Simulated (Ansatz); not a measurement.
# ClF4HTi: the cost of one run

All numbers below are computed with Ansatz 0.2.0 (RKS PBE0-D4/def2-SVP).

## Step 1: The structure to begin with

Bond lengths: Ti1–Cl2 2.720 Å, Ti1–F3 1.830 Å, Ti1–F4 1.829 Å, Ti1–F5 1.829 Å, Ti1–F6 2.130 Å. Angles: Cl2–Ti1–F3 109.4°, Cl2–Ti1–F4 109.5°, Cl2–Ti1–F5 109.5°, Cl2–Ti1–F6 71.6°, F3–Ti1–F4 109.5°, F3–Ti1–F5 109.5°, F3–Ti1–F6 178.9°, F4–Ti1–F5 109.5°, F4–Ti1–F6 70.0°, F5–Ti1–F6 70.0°.

Coordinates:

```xyz
7

Ti    0.0000    0.0000    0.0000
Cl    0.0000    0.0000    2.7200
F     1.7257    0.0000   -0.6094
F    -0.8619    1.4933   -0.6094
F    -0.8619   -1.4933   -0.6094
F    -2.0213    0.0000    0.6716
H    -1.4923    0.0000    1.8444
```

## Step 2: Pulling towards end A

Springs on the bonds that form and break draw the guess towards this end; the thresholds are loose.

The input, input.yaml:

```yaml
crystal:
  periodic: [false, false, false]
  atoms:
    - { symbol: Ti, position_ang: [0.0, 0.0, 0.0] }
    - { symbol: Cl, position_ang: [0.0, 0.0, 2.72] }
    - { symbol: F, position_ang: [1.7257, 0.0, -0.6094] }
    - { symbol: F, position_ang: [-0.8619, 1.4933, -0.6094] }
    - { symbol: F, position_ang: [-0.8619, -1.4933, -0.6094] }
    - { symbol: F, position_ang: [-2.0213, 0.0, 0.6716] }
    - { symbol: H, position_ang: [-1.4923, 0.0, 1.8444] }
basis:
  gaussian: { orbitals: def2-SVP }
hamiltonian:
  xc: pbe0
  dispersion: d4
relax:
  f_tol: 0.15
  max_steps: 25
  restrain:
    - { distance: [0, 5], at: 3.03, k: 30.0 }
    - { distance: [6, 1], at: 2.57, k: 30.0 }
    - { distance: [0, 1], at: 2.37, k: 30.0 }
    - { distance: [6, 5], at: 0.92, k: 30.0 }
```

Launch:

```
> ansatz run input.yaml --threads 4 --pin off --max-ram 5120MiB --backend cpu --events-out ev --progress --plain --runs-dir out
```

What time and memory should one allow on 4 threads of Arm Neoverse V1, shared host?

About 22 s, with a peak of 0.29 GiB.
